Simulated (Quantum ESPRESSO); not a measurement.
# Si2Ge in Quantum ESPRESSO: work function with PBE

Aim: the work function of Si2Ge with PBE.

All numbers are computed with Quantum ESPRESSO 7.5; they aren't measurements. Logs are shortened: lines on timing, memory, paths and dates and some standing lists are left out, and cuts for length are marked.

### Step 1. The sheet as given

The cell holds a sheet with vacuum, 3 atoms: a = 3.990 Å, b = 3.990 Å, c = 27.141 Å, α = 90.00°, β = 90.00°, γ = 120.00°.

The cell was built by a generator and needn't be a form met in nature.

### Step 2. Work function, PBE

Contents of pw.in:

```
&CONTROL
  calculation = 'scf'
  prefix = 'pwscf'
  outdir = './tmp'
  pseudo_dir = './pseudo'
  tprnfor = .true.
  disk_io = 'low'
  tefield = .true.
  dipfield = .true.
/
&SYSTEM
  ibrav = 0
  celldm(1) = 8
  nat = 3
  ntyp = 2
  ecutwfc = 78
  nbnd = 18
  occupations = 'smearing'
  smearing = 'fd'
  degauss = 0.00367493
  edir = 3
  emaxpos = 0.7638
  eopreg = 0.0368
  eamp = 0
/
&ELECTRONS
  conv_thr = 3d-09
  electron_maxstep = 150
  mixing_beta = 0.3
  mixing_mode = 'local-TF'
/
ATOMIC_SPECIES
Si    28.0850 Si.upf
Ge    72.6300 Ge.upf
CELL_PARAMETERS alat
  0.9426190125399  -0.0000000000000   0.0000000000000
 -0.4713095062699   0.8163309777888  -0.0000000000000
  0.0000000000000  -0.0000000000000   6.4112407528107
ATOMIC_POSITIONS crystal
Si     0.3333300000    0.6666700000    0.2507400000
Si     0.6666700000    0.3333300000    0.2507400000
Ge     0.0000000000    0.0000000000    0.3136600000
K_POINTS automatic
8 8 1 0 0 0
```

Contents of pp_density.in:

```
&INPUTPP
  prefix = 'pwscf'
  outdir = './tmp'
  filplot = 'density.dat'
  plot_num = 0
/
&PLOT
  nfile = 1
  filepp(1) = 'density.dat'
  iflag = 3
  output_format = 6
  fileout = 'density.cube'
/
```

Contents of pp_potential.in:

```
&INPUTPP
  prefix = 'pwscf'
  outdir = './tmp'
  filplot = 'potential.dat'
  plot_num = 11
/
&PLOT
  nfile = 1
  filepp(1) = 'potential.dat'
  iflag = 3
  output_format = 6
  fileout = 'potential.cube'
/
```

Contents of pp_elf.in:

```
&INPUTPP
  prefix = 'pwscf'
  outdir = './tmp'
  filplot = 'elf.dat'
  plot_num = 8
/
&PLOT
  nfile = 1
  filepp(1) = 'elf.dat'
  iflag = 3
  output_format = 6
  fileout = 'elf.cube'
/
```

Potentials or basis: PseudoDojo 0.4.1 SR PBE standard.

On the command line:

```
$ OMP_NUM_THREADS=1 pw.x -in pw.in > pw.out
$ OMP_NUM_THREADS=1 pp.x -in pp_density.in > pp_density.out
$ OMP_NUM_THREADS=1 pp.x -in pp_potential.in > pp_potential.out
$ OMP_NUM_THREADS=1 pp.x -in pp_elf.in > pp_elf.out
```

pw.out:

```text
This program is part of the open-source Quantum ESPRESSO suite
     for quantum simulation of materials; please cite
         "P. Giannozzi et al., J. Phys.:Condens. Matter 21 395502 (2009);
         "P. Giannozzi et al., J. Phys.:Condens. Matter 29 465901 (2017);
         "P. Giannozzi et al., J. Chem. Phys. 152 154105 (2020);
     in publications or presentations arising from this work. More details at

     Presently no symmetry can be used with electric field

     G-vector sticks info
     --------------------
     sticks:   dense  smooth     PW     G-vecs:    dense   smooth      PW
     Sum        1237    1237    367               235105   235105   38611

     Using Slab Decomposition

     bravais-lattice index     =            0
     lattice parameter (alat)  =       8.0000  a.u.
     unit-cell volume          =    2525.8905 (a.u.)^3
     number of atoms/cell      =            3
     number of atomic types    =            2
     number of electrons       =        22.00
     number of Kohn-Sham states=           18
     kinetic-energy cutoff     =      78.0000  Ry
     charge density cutoff     =     312.0000  Ry
     scf convergence threshold =      3.0E-09
     mixing beta               =       0.3000
     number of iterations used =            8  local-TF  mixing
     Exchange-correlation= PBE
                           (   1   4   3   4   0   0   0)

     celldm(1)=   8.000000  celldm(2)=   0.000000  celldm(3)=   0.000000
     celldm(4)=   0.000000  celldm(5)=   0.000000  celldm(6)=   0.000000

     crystal axes: (cart. coord. in units of alat)
               a(1) = (   0.942619  -0.000000   0.000000 )
               a(2) = (  -0.471310   0.816331  -0.000000 )
               a(3) = (   0.000000  -0.000000   6.411241 )

     reciprocal axes: (cart. coord. in units 2 pi/alat)
               b(1) = (  1.060874  0.612497  0.000000 )
               b(2) = (  0.000000  1.224993  0.000000 )
               b(3) = (  0.000000  0.000000  0.155976 )

     PseudoPot. # 1 for Si read from file:
     Si.upf
     Pseudo is Norm-conserving + core correction, Zval =  4.0
     Generated using ONCVPSP code by D. R. Hamann
     Using radial grid of 1510 points,  6 beta functions with:
                l(1) =   0
                l(2) =   0
                l(3) =   1
                l(4) =   1
                l(5) =   2
                l(6) =   2

     PseudoPot. # 2 for Ge read from file:
     Ge.upf
     Pseudo is Norm-conserving + core correction, Zval = 14.0
     Generated using ONCVPSP code by D. R. Hamann
     Using radial grid of 1560 points,  6 beta functions with:
                l(1) =   0
                l(2) =   0
                l(3) =   1
                l(4) =   1
                l(5) =   2
                l(6) =   2

     atomic species   valence    mass     pseudopotential
     Si                4.00    28.08500     Si( 1.00)
     Ge               14.00    72.63000     Ge( 1.00)

     No symmetry found

   Cartesian axes

     site n.     atom                  positions (alat units)
         1        Si     tau(   1) = (  -0.0000047   0.5442234   1.6075545  )
         2        Si     tau(   2) = (   0.4713142   0.2721076   1.6075545  )
         3        Ge     tau(   3) = (   0.0000000   0.0000000   2.0109498  )

     number of k points=    34  Fermi-Dirac smearing, width (Ry)=  0.0037
                       cart. coord. in units 2pi/alat
        k(    1) = (   0.0000000   0.0000000   0.0000000), wk =   0.0312500
        k(    2) = (   0.0000000   0.1531242   0.0000000), wk =   0.0625000
        k(    3) = (   0.0000000   0.3062483   0.0000000), wk =   0.0625000
        k(    4) = (   0.0000000   0.4593725   0.0000000), wk =   0.0625000
        k(    5) = (   0.0000000  -0.6124967   0.0000000), wk =   0.0312500
        k(    6) = (   0.1326092   0.0765621   0.0000000), wk =   0.0625000
[... 26 lines left out ...]
        k(   33) = (  -0.5304370   0.1531242   0.0000000), wk =   0.0625000
        k(   34) = (  -0.5304370  -0.9187450   0.0000000), wk =   0.0312500

     Dense  grid:   235105 G-vectors     FFT dimensions: (  45,  45, 300)

     Initial potential from superposition of free atoms

     starting charge      21.9980, renormalised to      22.0000

     negative rho (up, down):  1.009E-05 0.000E+00

     Adding external electric field

     Computed dipole along edir(3) :
        Dipole               -0.0016 Ry au,         -0.0039 Debye
        Dipole field         -0.0000 Ry au,

        Potential amp.        0.0008 Ry
        Total length         49.4025 bohr

     Starting wfcs are   17 randomized atomic wfcs +    1 random wfcs

     Self-consistent Calculation

     iteration #  1     ecut=    78.00 Ry     beta= 0.30
     Davidson diagonalization with overlap
     ethr =  1.00E-02,  avg # of iterations =  5.8

     Threshold (ethr) on eigenvalues was too large:
     Diagonalizing with lowered threshold

     Davidson diagonalization with overlap
     ethr =  5.91E-04,  avg # of iterations =  2.0

     Adding external electric field

     Computed dipole along edir(3) :
        Dipole               -0.0021 Ry au,         -0.0053 Debye
        Dipole field         -0.0000 Ry au,

        Potential amp.        0.0010 Ry
        Total length         49.4025 bohr

     total energy              =    -195.41838492 Ry
     estimated scf accuracy    <       0.13828637 Ry

     iteration #  2     ecut=    78.00 Ry     beta= 0.30
     Davidson diagonalization with overlap
     ethr =  6.29E-04,  avg # of iterations =  1.0

     Adding external electric field

     Computed dipole along edir(3) :
        Dipole               -0.0037 Ry au,         -0.0095 Debye
        Dipole field         -0.0000 Ry au,

        Potential amp.        0.0018 Ry
        Total length         49.4025 bohr

     total energy              =    -195.39930231 Ry
     estimated scf accuracy    <       0.06946007 Ry

     iteration #  3     ecut=    78.00 Ry     beta= 0.30
     Davidson diagonalization with overlap
     ethr =  3.16E-04,  avg # of iterations =  4.4

     Adding external electric field

     Computed dipole along edir(3) :
        Dipole               -0.0049 Ry au,         -0.0125 Debye
        Dipole field         -0.0000 Ry au,

        Potential amp.        0.0024 Ry
        Total length         49.4025 bohr

     total energy              =    -195.40575876 Ry
     estimated scf accuracy    <       0.00528440 Ry
[... 283 lines left out ...]
     iteration # 19     ecut=    78.00 Ry     beta= 0.30
     Davidson diagonalization with overlap
     ethr =  7.90E-11,  avg # of iterations =  1.0

     negative rho (up, down):  8.586E-06 0.000E+00

     Adding external electric field

     Computed dipole along edir(3) :
        Dipole               -0.0299 Ry au,         -0.0759 Debye
        Dipole field         -0.0001 Ry au,

        Potential amp.        0.0147 Ry
        Total length         49.4025 bohr

     total energy              =    -195.40515249 Ry
     estimated scf accuracy    <       0.00000001 Ry

     iteration # 20     ecut=    78.00 Ry     beta= 0.30
     Davidson diagonalization with overlap
     ethr =  5.63E-11,  avg # of iterations =  3.1

     Adding external electric field

     Computed dipole along edir(3) :
        Dipole               -0.0301 Ry au,         -0.0764 Debye
        Dipole field         -0.0001 Ry au,

        Potential amp.        0.0148 Ry
        Total length         49.4025 bohr

     End of self-consistent calculation

          k = 0.0000 0.0000 0.0000 ( 29485 PWs)   bands (ev):

   -27.1319 -27.1319 -27.0703 -27.0703 -27.0468 -14.9492  -9.7662  -4.7150
    -4.7147  -4.3895  -2.5606  -2.5604  -2.2254  -0.7689   1.1454   1.8203
     2.0933   2.3570

          k = 0.0000 0.1531 0.0000 ( 29469 PWs)   bands (ev):

   -27.1319 -27.1311 -27.0708 -27.0704 -27.0463 -14.7643  -9.6746  -6.0918
    -5.1834  -4.3823  -3.1376  -1.9005  -1.0349   0.2207   1.0985   1.4753
     1.9897   2.1422

          k = 0.0000 0.3062 0.0000 ( 29458 PWs)   bands (ev):

   -27.1321 -27.1291 -27.0720 -27.0707 -27.0453 -14.2127  -9.5999  -7.8698
    -5.8652  -4.6853  -3.3961  -1.0449  -0.9420   0.7755   1.0593   1.9014
     2.1028   2.4893

          k = 0.0000 0.4594 0.0000 ( 29366 PWs)   bands (ev):

   -27.1323 -27.1271 -27.0732 -27.0710 -27.0442 -13.3067 -10.5797  -8.3046
    -6.3265  -5.2022  -3.2913  -1.9937  -0.6512   0.3694   1.7152   3.0426
     3.4652   3.4668

          k = 0.0000-0.6125 0.0000 ( 29344 PWs)   bands (ev):

   -27.1324 -27.1263 -27.0737 -27.0711 -27.0437 -12.2090 -11.9068  -8.1561
    -6.4854  -5.4453  -3.4417  -2.0124  -0.6569  -0.0262   1.8736   3.6830
     4.0353   4.9100

          k = 0.1326 0.0766 0.0000 ( 29469 PWs)   bands (ev):

   -27.1319 -27.1311 -27.0708 -27.0704 -27.0463 -14.7643  -9.6746  -6.0918
    -5.1833  -4.3823  -3.1376  -1.9005  -1.0349   0.2207   1.0985   1.4753
     1.9897   2.1422

          k = 0.1326 0.2297 0.0000 ( 29445 PWs)   bands (ev):

   -27.1319 -27.1298 -27.0716 -27.0706 -27.0456 -14.3960  -9.5530  -7.3676
    -6.1819  -4.2569  -2.6778  -2.1310  -0.3987   0.3519   1.2233   1.2583
     2.2067   2.6194

          k = 0.1326 0.3828 0.0000 ( 29374 PWs)   bands (ev):

   -27.1318 -27.1281 -27.0727 -27.0710 -27.0445 -13.6663  -9.8201  -8.6563
    -6.6902  -4.4808  -2.7624  -1.9070  -1.0248   0.4745   1.6830   1.8935
     2.9696   3.1929
[... 97 lines left out ...]
          k = 0.3978 0.6891 0.0000 ( 29380 PWs)   bands (ev):

   -27.1302 -27.1280 -27.0731 -27.0721 -27.0435 -11.6542 -11.4251 -10.2131
    -6.2278  -4.9080  -3.8607  -1.0125   0.1151   0.3986   1.5532   2.4684
     2.5797   4.6851

          k = 0.3978-0.3828 0.0000 ( 29340 PWs)   bands (ev):

   -27.1318 -27.1269 -27.0734 -27.0713 -27.0438 -12.5983 -11.1927  -8.8548
    -6.5220  -5.1442  -2.7081  -2.4223  -0.7323   0.3172   2.1032   2.8796
     3.5988   4.1830

          k = 0.3978-0.2297 0.0000 ( 29366 PWs)   bands (ev):

   -27.1323 -27.1271 -27.0732 -27.0710 -27.0442 -13.3067 -10.5797  -8.3045
    -6.3266  -5.2023  -3.2914  -1.9936  -0.6512   0.3694   1.7152   3.0425
     3.4664   3.4669

          k = 0.3978-0.0766 0.0000 ( 29374 PWs)   bands (ev):

   -27.1318 -27.1281 -27.0727 -27.0710 -27.0445 -13.6663  -9.8201  -8.6561
    -6.6903  -4.4809  -2.7624  -1.9070  -1.0248   0.4745   1.6831   1.8934
     2.9696   3.1931

          k = 0.3978 0.0766 0.0000 ( 29374 PWs)   bands (ev):

   -27.1318 -27.1281 -27.0727 -27.0710 -27.0445 -13.6663  -9.8201  -8.6562
    -6.6903  -4.4809  -2.7624  -1.9070  -1.0248   0.4745   1.6831   1.8934
     2.9696   3.1929

          k =-0.5304-0.3062 0.0000 ( 29344 PWs)   bands (ev):

   -27.1324 -27.1263 -27.0737 -27.0711 -27.0437 -12.2090 -11.9068  -8.1560
    -6.4854  -5.4453  -3.4417  -2.0124  -0.6569  -0.0262   1.8736   3.6830
     4.0353   4.9126

          k =-0.5304-0.1531 0.0000 ( 29340 PWs)   bands (ev):

   -27.1318 -27.1269 -27.0735 -27.0713 -27.0438 -12.5982 -11.1927  -8.8549
    -6.5220  -5.1441  -2.7082  -2.4223  -0.7323   0.3172   2.1032   2.8795
     3.5988   4.1835

          k =-0.5304 0.0000 0.0000 ( 29357 PWs)   bands (ev):

   -27.1308 -27.1278 -27.0731 -27.0717 -27.0438 -12.7690 -10.1458 -10.0107
    -6.6179  -4.5987  -3.3634  -1.4646  -0.0429   0.0306   1.6395   1.7004
     3.3560   4.0556

          k =-0.5304 0.1531 0.0000 ( 29340 PWs)   bands (ev):

   -27.1318 -27.1269 -27.0734 -27.0713 -27.0438 -12.5983 -11.1927  -8.8548
    -6.5220  -5.1442  -2.7081  -2.4223  -0.7323   0.3172   2.1032   2.8796
     3.5988   4.1834

          k =-0.5304-0.9187 0.0000 ( 29344 PWs)   bands (ev):

   -27.1324 -27.1263 -27.0737 -27.0711 -27.0437 -12.2091 -11.9067  -8.1559
    -6.4855  -5.4454  -3.4418  -2.0123  -0.6570  -0.0263   1.8735   3.6831
     4.0353   4.9125

     the Fermi energy is    -2.5476 ev

!    total energy              =    -195.40515262 Ry
     estimated scf accuracy    <          2.4E-09 Ry
     smearing contrib. (-TS)   =      -0.00102597 Ry
     internal energy E=F+TS    =    -195.40412665 Ry

     The total energy is F=E-TS. E is the sum of the following terms:
     one-electron contribution =    -907.90780821 Ry
     hartree contribution      =     458.26477862 Ry
     xc contribution           =     -49.64247746 Ry
     ewald contribution        =     303.88137590 Ry
     electric field correction =       0.00000450 Ry

     convergence has been achieved in  20 iterations

     Forces acting on atoms (cartesian axes, Ry/au):

     atom    1 type  1   force =     0.00001214   -0.00000784   -0.00315641
     atom    2 type  1   force =    -0.00001215    0.00000773   -0.00315642
     atom    3 type  2   force =     0.00000001    0.00000010    0.00631283

     Total force =     0.007732     Total SCF correction =     0.000115

=------------------------------------------------------------------------------=
   JOB DONE.
=------------------------------------------------------------------------------=
```

Run time: 9.7 min. Hardware: 1 thread of Arm Neoverse V2, shared host; peak memory 0.62 GiB.

Results:

| Quantity | Value |
| --- | --- |
| Free energy | -2658.6225 eV |
| Largest force | 0.162 eV/Å |
| Band gap on the k mesh | none (metal or under the smearing width) |
| Dipole across the slab | -0.08 D |
| Work function of the upper face | 4.70 eV |
| Work function of the lower face | 4.49 eV |

Forces on the atoms (eV/Å):
```
Si   0.000  0.000 -0.081
Si   0.000  0.000 -0.081
Ge   0.000  0.000  0.162
```
